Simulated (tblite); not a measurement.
# C6H11FO2Si: the cost of one run

Programs: tblite 0.8.0 and PySCF 2.14.0, with density-fitted response routines of our own. Each step states its level of theory. These are calculated values for one molecule in the gas phase, unless marked as measured. Atoms count from 0, in the outputs and in this text.

## 1. Starting geometry

21 atoms, charge 0, multiplicity 1; geometry from: force field or distance geometry start.

Bonds of the start (Å): F0–C1 1.41, C1–C2 1.52, C2–C3 1.51, C3–C4 1.52, C4–O5 1.37, O5–C6 1.38, C6–O7 1.40, O7–C8 1.40, C8–Si9 1.86, C3–C1 1.53, Si9–C6 1.85, C1–H10 1.09, C2–H11 1.13, C2–H12 1.11, C3–H13 1.08, C4–H14 1.11, C4–H15 1.13, C6–H16 1.10, C8–H17 1.10, C8–H18 1.11, Si9–H19 1.45, Si9–H20 1.46.

## 2. Optimising the geometry with GFN2-xTB

Job settings and geometry (Å):

```
{"job": {"kind": "relax", "xc": "GFN2-xTB", "basis": "xTB"}, "charge": 0, "multiplicity": 1}
F      3.487400    -0.747100    -0.376100
C      2.761500     0.372800    -0.824900
C      2.385200     1.332200     0.294100
C      1.314400     0.473500    -0.335200
C      0.878900    -0.803300     0.370900
O     -0.415600    -0.796700     0.829500
C     -1.273400    -0.598200    -0.228300
O     -2.257100    -1.590000    -0.168600
C     -2.869900    -0.951000     0.915700
Si    -2.621000     0.646400    -0.003200
H      2.966800     0.763700    -1.816800
H      2.323800     2.406300    -0.048700
H      2.716400     1.137600     1.336800
H      0.677500     0.974700    -1.052700
H      1.084700    -1.623900    -0.354300
H      1.574400    -1.011700     1.235200
H     -0.799900    -0.485100    -1.218700
H     -2.286700    -0.945400     1.845200
H     -3.928000    -1.227500     1.100300
H     -3.433000     0.861500    -1.180600
H     -2.295400     1.828200     0.791900
```

Started as:

```console
> OMP_NUM_THREADS=1 python probes_run.py task.json out
```

This one command runs all jobs of the session in turn.

**Question.** How long does this first job take on 1 thread of Arm Neoverse N1, shared host, and how much memory does it need?

About 2.3 s, with a peak of 0.18 GiB.
